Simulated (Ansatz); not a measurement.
# C4H2F2Ge: small, medium and large basis sets

One table from this session's results is given with a row withheld; the runs are named, their logs left out.

The runs use Ansatz 0.2.0, Gaussian basis; one geometry, several basis sets.

Levels to be run: PBE0-D4/def2-SVP; ωB97M-V/def2-SVP; PBE0-D4/def2-QZVPP; ωB97M-V/def2-QZVPP; the functionals' def2-TZVPP values are taken from earlier runs.

## Structure used throughout

The geometry comes from an earlier relaxation with PBE0-D4 in a triple-zeta def2 set; it is a stationary point, not always the lowest conformer.

SMILES `C#[C][Ge]([F])([F])[C]#C`, 9 atoms, charge 0, spin multiplicity 1.

Atoms are counted from 1 here; the program's logs count them from 0.

Bond lengths: C1–C2 1.203 Å, C1–H8 1.067 Å, C2–Ge3 1.872 Å, Ge3–F4 1.715 Å, Ge3–F5 1.715 Å, Ge3–C6 1.872 Å, C6–C7 1.203 Å, C7–H9 1.067 Å. Angles: C2–C1–H8 179.8°, C1–C2–Ge3 179.0°, C2–Ge3–F4 109.0°, C2–Ge3–F5 109.0°, C2–Ge3–C6 115.3°, F4–Ge3–F5 105.0°, F4–Ge3–C6 109.0°, F5–Ge3–C6 109.0°, Ge3–C6–C7 178.9°, C6–C7–H9 179.7°.

Set-up of the first run:

in.yaml reads:

```yaml
crystal:
  periodic: [false, false, false]
  atoms:
    - {symbol: C, position_ang: [0.431120, -2.675429, -0.155044]}
    - {symbol: C, position_ang: [0.331396, -1.504639, -0.412069]}
    - {symbol: Ge, position_ang: [0.170585, 0.323646, -0.779526]}
    - {symbol: F, position_ang: [-0.933455, 0.538371, -2.074124]}
    - {symbol: F, position_ang: [1.669656, 0.907823, -1.373269]}
    - {symbol: C, position_ang: [-0.368619, 1.385642, 0.664403]}
    - {symbol: C, position_ang: [-0.713478, 2.049931, 1.605972]}
    - {symbol: H, position_ang: [0.520580, -3.714499, 0.068433]}
    - {symbol: H, position_ang: [-1.019384, 2.642853, 2.438124]}
basis:
  gaussian: {orbitals: def2-SVP}
hamiltonian: {xc: pbe0, dispersion: d4}
output: {orbitals: {seedname: orbitals}}
```

Started as:

```sh
ansatz run in.yaml --threads 4 --pin off --events-out ev --progress --plain --max-ram 11315MiB
```

Among the steps run: PBE0-D4 in def2-SVP; ωB97M-V in def2-SVP; PBE0-D4 in def2-QZVPP; ωB97M-V in def2-QZVPP.

One table of the session follows, with a row left open; its other results are not shown here.

It belongs to the step «Density functionals: the series». 

| functional | basis | HOMO (eV) |
| --- | --- | --- |
| PBE0-D4 | def2-SVP | -8.96 |
| PBE0-D4 | def2-TZVPP | -9.01 |
| PBE0-D4 | def2-QZVPP | -9.03 |
| ωB97M-V | def2-SVP | -11.21 |
| ωB97M-V | def2-TZVPP | ? |
| ωB97M-V | def2-QZVPP | -11.30 |

**Question.** Estimate the row for ωB97M-V, def2-TZVPP.

**Answer.** HOMO (eV): -11.28. In the column «HOMO (eV)» it lies between ωB97M-V, def2-QZVPP (-11.30) and ωB97M-V, def2-SVP (-11.21).
